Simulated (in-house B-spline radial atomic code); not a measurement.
# Cd³⁴⁺: highest level by several methods

Aim: see how far minus the highest orbital energy of Cd³⁴⁺ stands from its tabulated ionisation energy, method by method.

Program: in-house B-spline radial atomic code version 1. Level of theory: scalar-relativistic (X2C), several functionals, spin-polarised; spherical all-electron atom at the radial basis limit. These are calculated values, not measurements, unless marked.

**1. The atom as given**

| Property | Result |
| --- | --- |
| element | cadmium (Z = 48) |
| charge | +34 |
| electrons | 14 |
| configuration | [Ne] 3s2 3p2 |
| nucleus | Fermi, rms radius 4.609 fm |

The outer shells:

[Ne] 3s2 3p2
```
[Ne] core
3s [↑↓]
3p [↑ ][↑ ][  ]
```

Where spins are not typed, each open shell is filled with up spins first.

**2. revTPSS, a meta-GGA**

The run's settings:

```ini
Z = 48
electrons = 14.0
configuration = [Ne] 3s2 3p2
hamiltonian = x2c
method = revtpss,revtpss
spin_polarised = True
nucleus = fermi
rms_radius = 4.6087
mass_number = 114
atomic_mass = 113.903364998
speed_of_light = 137.035999084
```

**3. PBEsol, a GGA**

Settings: those of step 2 with these lines changed.

```diff
@@ -4,3 +4,3 @@
 hamiltonian = x2c
-method = revtpss,revtpss
+method = pbesol
 spin_polarised = True
```

**4. M06-L, a meta-GGA**

Settings: those of step 3 with these lines changed.

```diff
@@ -4,3 +4,3 @@
 hamiltonian = x2c
-method = pbesol
+method = m06l
 spin_polarised = True
```

**5. r2SCAN, a meta-GGA**

Settings: those of step 4 with these lines changed.

```diff
@@ -4,3 +4,3 @@
 hamiltonian = x2c
-method = m06l
+method = r2scan
 spin_polarised = True
```

**6. OLYP, a GGA**

Settings: those of step 5 with these lines changed.

```diff
@@ -4,3 +4,3 @@
 hamiltonian = x2c
-method = r2scan
+method = optx,lyp
 spin_polarised = True
```

Before running: The tabulated ionisation energy is 2195 ± 4 eV (semi-empirical; NIST Atomic Spectra Database). What does each method give, and which comes nearest?

As calculated:

| method | rung | total energy (hartree) | −ε highest (eV) | −ε less tabulated (eV) |
| --- | --- | --- | --- | --- |
| PBEsol | GGA | -4658.4647 | 2134.41 (3p up) | -60.59 |
| OLYP | GGA | -4661.7184 | 2137.66 (3p up) | -57.34 |
| revTPSS | meta-GGA | -4660.6927 | 2134.90 (3p up) | -60.10 |
| M06-L | meta-GGA | -4661.1450 | 2136.42 (3p up) | -58.58 |
| r2SCAN | meta-GGA | -4661.1440 | 2136.45 (3p up) | -58.55 |

Tables give 2195 ± 4 eV (semi-empirical; NIST Atomic Spectra Database) for the ionisation energy. OLYP misses by -57.34 eV, the least, and PBEsol by -60.59 eV (2.8 %), the most. Relativistic terms that these runs lack can be as large as the gaps between close methods, so the nearest may be so by luck. Spin-orbit coupling is left out. Open shells are averaged (over orientations, and over spins where the run is restricted), while tables refer to the lowest levels.

Members of this set that are not shown: 2 used exact exchange with fractional occupations of an open shell, which is unsound here.
